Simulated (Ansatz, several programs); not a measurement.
An ordered 4-atom cell of KLiF2 on the rocksalt lattice (R-3m), relaxed with r2SCAN in Ansatz (plane waves, PAW): space group R-3m (No. 166), trigonal; conventional cell a = 3.245 Å, c = 16.947 Å, 12.88 Å³ an atom. Li is surrounded by 6 F at 2.17 Å; K is surrounded by 6 F at 2.55 Å; F is surrounded by 3 Li at 2.17 Å and 3 K at 2.55 Å. The cell was then scaled with its shape and fractional coordinates held, which makes it stiffer than a relaxed compression. The cell comes from a prototype generator: it can be a known phase or a hypothetical one. Spin polarisation is off.

```tsv
V (Å³/atom)	E (meV/atom)
12.103	8.48
12.875	0.00
13.262	1.68
13.648	6.49
```

(1) Pass a cubic E = c₀ + c₁u + c₂u² + c₃u³, with u = V − 12.972 Å³, through these points.

(2) Where is the minimum, and what bulk modulus follows?

(3) Predict the energy and the pressure at the withheld volume, 12.489 Å³.

Answers

(1) c₀ = 0.09, c₁ = +2.134, c₂ = 12.034, c₃ = -1.7595 (meV and Å³).

(2) dE/du = 0 at u = -0.087, so V₀ = 12.89 Å³. B = V₀ d²E/dV² = 12.89 × (2c₂ + 6c₃u) = 12.89 × 24.986 = 322 meV/Å³, and 1 meV/Å³ is 0.16022 GPa: 52 GPa. A third-order Birch-Murnaghan fit to all five points gives 12.88 Å³ and 51 GPa.

(3) With u = -0.483: E ≈ 2.06 meV and P = −dE/dV ≈ +1.72 GPa. The run gives 2.04 meV and, from its stress, +1.71 GPa.
